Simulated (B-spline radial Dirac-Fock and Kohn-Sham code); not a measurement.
**Inner shells of Co²⁺**

Wanted for Co²⁺: its X-ray form factor and Compton profile, the binding energy of each subshell, how cheaper methods do for the levels and its two-hole states.

Method: a free atom or ion on a radial basis; each step names its model; computed with B-spline radial Dirac-Fock and Kohn-Sham code, version 2.

## (1) What is computed

Cobalt as Co²⁺, configuration 1s2 2s2 2p6 3s2 3p6 3d5 4s2 (an excited configuration).

| Quantity | Value |
| --- | --- |
| nuclear charge | 27 |
| electrons | 25 |
| mass number | 59 |
| nuclear rms radius | 3.7875 fm |

Outer shells as boxes (Hund's rule, for the drawing alone; heavy ions are jj-coupled, and the calculation averages over the configuration):

```
[Ar] core
3d [↑ ][↑ ][↑ ][↑ ][↑ ]
4s [↑↓]
```

## (2) Scattering by the electron cloud

Model: Dirac-Fock average of configuration, finite nucleus; form factor of the spherical density, Waller-Hartree incoherent function, impulse-approximation Compton profiles.

Settings, as recorded:

```ini
task = scatter
Z = 27
charge = 2
configuration = 1s2 2s2 2p6 3s2 3p6 3d5 4s2
mass_number = 59
rms_radius = 3.7875  # fm
s = [0.0, 0.05, 0.1, 0.15, 0.2, 0.25, 0.3, 0.35, 0.4, 0.45, 0.5, 0.6, 0.7, 0.8, 0.9, 1.0, 1.1, 1.2, 1.4, 1.6, 1.8, 2.0, 2.5, 3.0, 3.5, 4.0, 5.0, 6.0]  # 1/A
pz = [0, 0.1, 0.14, 0.2, 0.27, 0.38, 0.53, 0.75, 1.0, 1.5, 2.0, 2.8, 4.0, 5.6, 7.8, 11.0, 15.0, 21.0, 30.0, 42.0, 58.0]  # a.u.
photon_energy = [1000, 2000, 5000, 8047.8, 10000, 17479.3, 30000, 200000]  # eV
```

The program writes no log. Results of the run, from its result record (rounded, main fields):

```text
{
  "status": "converged",
  "form_factor [e]": [25.0, 24.587, 23.479, 21.973, 20.346, 18.757, 17.258, 15.855, 14.546, 13.336, 12.236, 10.387, 8.9979, 7.9953, 7.2765, 6.7435, 6.3198, 5.9531, 5.2811, 4.6306, 4.0081, 3.4422, 2.3755, 1.7658, 1.4414, 1.2577, 1.0332, 0.85386],
  "incoherent": [4.956e-12, 0.59974, 1.9687, 3.4144, 4.6959, 5.8988, 7.0882, 8.2432, 9.3273, 10.326, 11.242, 12.862, 14.233, 15.374, 16.315, 17.095, 17.756, 18.333, 19.316, 20.14, 20.835, 21.414, 22.442, 23.063, 23.473, 23.776, 24.216, 24.511],
  "compton_total [1/a.u.]": [5.3166, 5.2368, 5.1631, 5.0156, 4.8015, 4.4209, 3.9266, 3.4202, 3.1134, 2.6482, 2.0939, 1.3512, 0.77472, 0.47011, 0.27185, 0.13115, 0.060438, 0.023682, 0.0073748, 0.0019571, 0.00045179],
  "shells": ["1s1/2", "2s1/2", "2p1/2", "2p3/2", "3s1/2", "3p1/2", "3p3/2", "3d3/2", "3d5/2", "4s1/2"],
  "occupation": [2.0, 2.0, 2.0, 4.0, 2.0, 2.0, 4.0, 2.0, 3.0, 2.0],
  "mean_momentum [a.u.]": [22.997, 7.6592, 10.31, 10.168, 3.1824, 3.6937, 3.6539, 3.8901, 3.876, 1.0282],
  "r2 [bohr^2]": 23.097,
  "r_inverse [1/bohr]": 122.43,
  "r1 [bohr]": 17.297,
  "coherent [b]": [398.56, 357.89, 232.0, 150.91, 118.86, 61.248, 28.672, 1.0512],
  "incoherent_cross_section [b]": [0.48829, 1.4371, 4.0002, 6.0626, 7.0869, 9.5042, 11.221, 9.9078],
  "radial_jk": {
    "3d": {"j0": [1.0, 0.98209, 0.93078, 0.85266, 0.75675, 0.65247, 0.548, 0.44942, 0.36053, 0.28319, 0.21779, 0.11999, 0.057834, 0.020764, 0.00012198, -0.010311, -0.014686, -0.015649, -0.013187, -0.0093942, -0.0061958, -0.0039174, -0.0011255, -0.00028206, -4.5423e-05, 1.4634e-05, 2.1119e-05, 1.1075e-05], "j2": [0.0, 0.0071292, 0.027142, 0.056367, 0.089959, 0.12317, 0.1523, 0.17505, 0.19054, 0.1989, 0.20096, 0.19081, 0.1693, 0.14354, 0.11794, 0.094774, 0.074925, 0.058515, 0.034765, 0.020153, 0.011473, 0.0064248, 0.0013554, 0.00016501, -7.7454e-05, -9.9227e-05, -5.3457e-05, -2.3236e-05], "j4": [0.0, 2.6483e-05, 0.00040001, 0.0018446, 0.0051421, 0.010768, 0.018711, 0.028506, 0.039407, 0.050587, 0.061298, 0.079189, 0.090701, 0.095793, 0.095627, 0.091703, 0.085405, 0.077836, 0.061816, 0.047252, 0.035336, 0.026114, 0.012091, 0.0056983, 0.0027886, 0.0014239, 0.00041819, 0.00014081], "r2": 0.98362, "r4": 2.088, "r6": 8.1195}
  }
}
```

The scattering functions against s = sin θ / λ:

| s (1/Å) | f (e) | f / N | S(s) |
| --- | --- | --- | --- |
| 0 | 25.00 | 1.000 | 0 |
| 0.100 | 23.48 | 0.939 | 1.969 |
| 0.200 | 20.35 | 0.814 | 4.696 |
| 0.300 | 17.26 | 0.690 | 7.088 |
| 0.400 | 14.55 | 0.582 | 9.327 |
| 0.500 | 12.24 | 0.489 | 11.24 |
| 0.700 | 8.998 | 0.360 | 14.23 |
| 0.900 | 7.277 | 0.291 | 16.31 |
| 1.10 | 6.320 | 0.253 | 17.76 |
| 1.40 | 5.281 | 0.211 | 19.32 |
| 1.80 | 4.008 | 0.160 | 20.84 |
| 2.50 | 2.375 | 0.095 | 22.44 |
| 3.50 | 1.441 | 0.058 | 23.47 |
| 5.00 | 1.033 | 0.041 | 24.22 |

## (3) Core and valence levels

Model: Dirac-Fock average of configuration, Delta-SCF, finite nucleus, first-order Breit with its frequency dependence, self-energy and vacuum polarisation.

The run's settings:

```ini
task = binding
```

The program writes no log. Results of the run, from its result record (rounded, main fields):

```text
{
  "status": "converged",
  "shells": ["K", "L1", "L2", "L3", "M1", "M2", "M3", "M4,5", "N1"],
  "total_energy_parts [Ha]": [-1390.46209, 0.584825728, -0.0520950029, -0.00150666789, 0.389078656, -0.0333916332],
  "koopmans [eV]": [7817.15, 1004.15, 871.408, 856.371, 161.394, 118.135, 116.074, 52.414, 28.2027],
  "dirac_coulomb [eV]": [7776.27, 986.632, 852.134, 837.331, 157.298, 114.12, 112.144, 48.9608, 27.9991],
  "gaunt [eV]": [-9.35824, -0.597199, -1.12855, -0.770563, -0.0609798, -0.118567, -0.0689848, 0.0151649, -0.00677043],
  "retardation [eV]": [0.564557, 0.0143042, 0.11568, 0.115769, 0.00126998, 0.0138301, 0.0138068, -0.00152162, 0.000399512],
  "breit_frequency [eV]": [0.0173263, -0.00258669, -0.000586174, 0.00765782, -0.000399495, -0.000191641, 0.000981695, -0.000150474, -3.36205e-05],
  "self_energy [eV]": [-4.47581, -0.445173, 0.0634518, 0.0282458, -0.0646135, 0.0119772, 0.00722622, 0.00831783, -0.00617598],
  "vacuum_polarisation [eV]": [0.391029, 0.036413, -0.00374496, -0.00391153, 0.00515566, -0.000805603, -0.000830267, -0.000623955, 0.0004917],
  "binding [eV]": [7763.41, 985.638, 851.181, 836.708, 157.178, 114.026, 112.096, 48.982, 27.987],
  "mean_radius [bohr]": [0.0561594, 0.253831, 0.222362, 0.22541, 0.758641, 0.790817, 0.799017, 0.891489, 2.29237]
}
```

total_energy_parts: Dirac-Coulomb, Gaunt, retardation, frequency dependence, self-energy, vacuum polarisation. 

The binding energies by parts, in eV; the parts add up.

| level | -ε | relaxation | Breit | QED | binding |
| --- | --- | --- | --- | --- | --- |
| 1s | 7817.2 | -40.88 | -8.78 | -4.08 | 7763.4 |
| 2s | 1004.1 | -17.52 | -0.59 | -0.41 | 985.6 |
| 2p1/2 | 871.4 | -19.27 | -1.01 | 0.06 | 851.2 |
| 2p3/2 | 856.4 | -19.04 | -0.65 | 0.02 | 836.7 |
| 3s | 161.4 | -4.10 | -0.06 | -0.06 | 157.2 |
| 3p1/2 | 118.1 | -4.02 | -0.10 | 0.01 | 114.0 |
| 3p3/2 | 116.1 | -3.93 | -0.05 | 0.01 | 112.1 |
| 3d | 52.41 | -3.45 | 0.01 | 0.01 | 48.98 |
| 4s | 28.20 | -0.20 | -0.01 | -0.01 | 27.99 |

Line energies follow by subtraction:

| line | energy (eV) |
| --- | --- |
| Kβ1 (K-M3) | 7651.3 |
| Kβ3 (K-M2) | 7649.4 |
| Kα1 (K-L3) | 6926.7 |
| Kα2 (K-L2) | 6912.2 |
| Lβ3 (L1-M3) | 873.5 |
| Lβ4 (L1-M2) | 871.6 |
| Lγ5 (L2-N1) | 823.2 |
| Lβ6 (L3-N1) | 808.7 |
| Lη (L2-M1) | 694.0 |
| Lℓ (L3-M1) | 679.5 |

## (4) The levels by Dirac LDA

Model: Dirac-Kohn-Sham LDA (Slater exchange, VWN correlation), finite nucleus, spherical and without spin polarisation.

Settings, as recorded:

```ini
task = binding-ladder
method = lda,vwn
relativity = dirac
```

The program writes no log. Results of the run, from its result record (rounded, main fields):

```text
{
  "status": "converged",
  "shells": ["K", "L1", "L2", "L3", "M1", "M2", "M3", "M4,5", "N1"],
  "minus_eigenvalue [eV]": [7610.76, 934.208, 816.342, 801.568, 136.392, 100.933, 98.9754, 40.9963, 25.7163],
  "delta_scf [eV]": [7775.41, 962.676, 850.243, 834.919, 147.467, 111.78, 109.748, 51.0803, 30.5575],
  "total_energy [Ha]": -1389.07904,
  "dirac_fock_binding [eV]": [7763.41, 985.638, 851.181, 836.708, 157.178, 114.026, 112.096, 48.982, 27.987]
}
```

Beside the Dirac-Fock ΔSCF result with Breit and QED, in eV:

| level | -ε | miss | ΔSCF | miss | Dirac-Fock |
| --- | --- | --- | --- | --- | --- |
| K | 7610.8 | -152.6 | 7775.4 | +12.0 | 7763.4 |
| L1 | 934.2 | -51.4 | 962.7 | -23.0 | 985.6 |
| L2 | 816.3 | -34.8 | 850.2 | -0.9 | 851.2 |
| L3 | 801.6 | -35.1 | 834.9 | -1.8 | 836.7 |
| M1 | 136.4 | -20.8 | 147.5 | -9.7 | 157.2 |
| M2 | 100.9 | -13.1 | 111.8 | -2.2 | 114.0 |
| M3 | 98.98 | -13.1 | 109.7 | -2.3 | 112.1 |
| M4,5 | 41.00 | -8.0 | 51.08 | +2.1 | 48.98 |
| N1 | 25.72 | -2.3 | 30.56 | +2.6 | 27.99 |

## (5) Two holes

Model: Dirac-Fock average of configuration, Delta-SCF, finite nucleus, first-order Breit with its frequency dependence, self-energy and vacuum polarisation; two-hole levels by intermediate coupling within the shell, Auger rates as independent-particle Coulomb matrix elements.

The run's settings:

```ini
task = double
```

The program writes no log. Results of the run, from its result record (rounded, main fields):

```text
{
  "status": "converged",
  "single_binding [eV]": {"K": 7763.406, "L1": 985.6382, "L2": 851.1807, "L3": 836.7077, "M1": 157.1782, "M2": 114.0261, "M3": 112.0959, "M4,5": 48.98199, "N1": 27.98697},
  "double_binding [eV]": {
    "KK": 15912.74,
    "KL2": 8716.666,
    "KL3": 8699.851,
    "KM2": 7907.877,
    "KM3": 7905.538,
    "L1L1": 2035.237,
    "L1L2": 1895.135,
    "L1L3": 1880.265,
    "L1M2": 1127.163,
    "L1M3": 1125.029,
    "L2L2": 1778.17,
    "L2L3": 1757.741,
    "L2M1": 1036.462,
    "L2M3": 991.1599,
    "L3L3": 1744.508,
    "L3M1": 1021.966,
    "L3M2": 978.8001,
    "M2M2": 252.2223,
    "M2M3": 248.5991,
    "M3M3": 247.1163
  },
  "kalpha_Ln [eV]": [
    [0, 6921.853, 7207.261],
    [1, 6951.634, 7238.267],
    [2, 6982.554, 7270.424],
    [3, 7014.637, 7303.751],
    [4, 7047.901, 7338.263],
    [5, 7082.358, 7373.97]
  ],
  "auger_lines [eV]": {
    "K-L123": [["L2L3", 2, 0.92382, 6000.73, 0.339365], ["L1L2", 1, 0.520631, 5846.92, 0.124463], ["L3L3", 2, 0.92382, 6023.48, 0.0388503], ["L1L1", 0, 0.982579, 5723.58, 0.0386815], ["L2L2", 0, 0.805142, 5980.71, 0.0314789], ["L1L3", 2, 1.0, 5893.12, 0.0176348]],
    "L2-M23": [["M2M3", 2, 0.835671, 600.797, 0.0901104], ["M2M3", 1, 1.0, 604.203, 0.0448463], ["M2M2", 0, 0.543327, 594.754, 0.0306428], ["M3M3", 0, 0.543327, 603.961, 0.0116707], ["M3M3", 2, 0.835671, 605.738, 0.0106776]],
    "L3-M23": [["M3M3", 2, 0.835671, 591.265, 0.0711981], ["M2M3", 2, 0.835671, 586.324, 0.0691115], ["M2M3", 1, 1.0, 589.73, 0.0231538], ["M2M2", 0, 0.543327, 580.281, 0.0161204], ["M3M3", 0, 0.543327, 589.488, 0.0101693]]
  }
}
```

Auger rows: leading holes, J, purity, kinetic energy, width; the six strongest of each group. kalpha_Ln rows: L holes, Kα centroid, hypersatellite. Left out are hole states that did not converge, or in which two open shells of one symmetry are about equally filled, where the average of configuration falls too low.

Hole-hole repulsion U = E(ab) - E(a) - E(b), in eV:

| holes | double | sum of singles | U |
| --- | --- | --- | --- |
| K K | 15912.7 | 15526.8 | 385.9 |
| K L2 | 8716.7 | 8614.6 | 102.1 |
| K L3 | 8699.9 | 8600.1 | 99.74 |
| K M2 | 7907.9 | 7877.4 | 30.44 |
| K M3 | 7905.5 | 7875.5 | 30.04 |
| L1 L1 | 2035.2 | 1971.3 | 63.96 |
| L1 L2 | 1895.1 | 1836.8 | 58.32 |
| L1 L3 | 1880.3 | 1822.3 | 57.92 |
| L1 M2 | 1127.2 | 1099.7 | 27.50 |
| L1 M3 | 1125.0 | 1097.7 | 27.30 |
| L2 L2 | 1778.2 | 1702.4 | 75.81 |
| L2 L3 | 1757.7 | 1687.9 | 69.85 |
| L2 M1 | 1036.5 | 1008.4 | 28.10 |
| L2 M3 | 991.2 | 963.3 | 27.88 |
| L3 L3 | 1744.5 | 1673.4 | 71.09 |
| L3 M1 | 1022.0 | 993.9 | 28.08 |
| L3 M2 | 978.8 | 950.7 | 28.07 |
| M2 M2 | 252.2 | 228.1 | 24.17 |
| M2 M3 | 248.6 | 226.1 | 22.48 |
| M3 M3 | 247.1 | 224.2 | 22.92 |

## (6) Cost and miss of the cheaper method

| method | level | eigenvalue miss (%) | ΔSCF miss (%) | time |
| --- | --- | --- | --- | --- |
| Dirac LDA | K | -1.97 | +0.15 | 4.6 s |
| Dirac-Fock + Breit + QED | all | - | reference | 5.9 s |

Times cover the ground state and all hole states of a step, on one thread of a shared host; states solved in an earlier step are reused, and a first call can include compiling.

## (7) Outcome

```
                        quantity                   value
rms radius of the electron cloud              0.961 bohr
           form factor halves at                0.49 1/Å
         Compton profile at zero            5.317 1/a.u.
    deepest level listed, K (1s)               7763.4 eV
            least bound, N1 (4s)                27.99 eV
                             Kα1               6926.7 eV
 Dirac LDA, K: eigenvalue / ΔSCF      7610.8 / 7775.4 eV
                  largest U, K K                385.9 eV
         Kα hypersatellite shift               +285.4 eV
        strongest line of K-L123  L2L3, J = 2, 6000.7 eV
```

What this shows: The form factor starts at the 25 electrons and halves by s = 0.49 1/Å. Incoherent scattering outweighs coherent from 200 keV on, among the energies asked. For K (1s), relaxation takes off 40.9 eV, Breit terms shift it by -8.78 and QED by -4.08 eV. Dirac LDA misses the K level by -2.0 % with its eigenvalue and by +0.2 % with ΔSCF, so total-energy differences mend most of the error. U runs from 22.48 eV (M2 M3) to 385.9 eV (K K). An empty K shell moves Kα up by 285 eV. In the K-L123 Auger group the L2L3 J = 2 line carries 55 % of the rate. The Hartree-Fock and Dirac-Fock values hold no electron correlation.
